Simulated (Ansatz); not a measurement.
# Bi2Se3 (Paraguanajuatite): the cost of one run

The runs shown are made with Ansatz 0.2.0. PAW datasets, plane waves, zero pressure. Spin-unpolarised throughout; all numbers are computed.

## (1) The system as given

The symmetry is R-3m (No. 166, trigonal); conventional cell a = 4.143 Å, c = 28.636 Å, 28.38 Å³ an atom. Around Bi lie 6 Se at 2.85–3.07 Å; around Se lie 6 Bi at 3.07 Å; around Se lie 3 Bi at 2.85 Å.

Coordinates:

```cif
data_structure
_symmetry_space_group_name_H-M 'R-3m:H'
_symmetry_Int_Tables_number 166
_cell_length_a 4.1430
_cell_length_b 4.1430
_cell_length_c 28.6360
_cell_angle_alpha 90.000
_cell_angle_beta 90.000
_cell_angle_gamma 120.000
_cell_volume 425.67
loop_
_atom_site_label
_atom_site_type_symbol
_atom_site_symmetry_multiplicity
_atom_site_Wyckoff_symbol
_atom_site_fract_x
_atom_site_fract_y
_atom_site_fract_z
_atom_site_occupancy
Bi1 Bi 6 c 0.66667 0.33333 0.73413 1
Se1 Se 3 a 0.00000 0.00000 0.00000 1
Se2 Se 6 c 0.33333 0.66667 0.87837 1
```

## (2) Relaxation with PBE

The input, input.yaml:

```yaml
crystal:
  lattice:
    - [2.0715, 1.1959810826, 9.5453333333]
    - [-2.0715, 1.1959810826, 9.5453333333]
    - [0.0, -2.3919621653, 9.5453333333]
  atoms:
    - { symbol: Bi, position: [0.4008, 0.4008, 0.4008] }
    - { symbol: Bi, position: [0.5992, 0.5992, 0.5992] }
    - { symbol: Se, position: [0.0, 0.0, 0.0] }
    - { symbol: Se, position: [0.2117, 0.2117, 0.2117] }
    - { symbol: Se, position: [0.7883, 0.7883, 0.7883] }
kpoints:
  mp_grid: { grid: [6, 6, 6] }
hamiltonian:
  xc: pbe
scf:
  occupations: { method: fermi_dirac, width: 0.02 }
relax:
  f_tol: 0.005
  cell: {}
output:
  write_density: true
  write_potential: true
  elf: true
  volumetric_format: npy
```

The run is started by

```
$ ansatz run input.yaml --threads 4 --pin off --max-ram 9216MiB --backend cpu --events-out ev --progress --plain --runs-dir out
```

What time and memory should one allow on 4 threads of Arm Neoverse V2, shared host?

About 31 s, with a peak of 0.61 GiB.
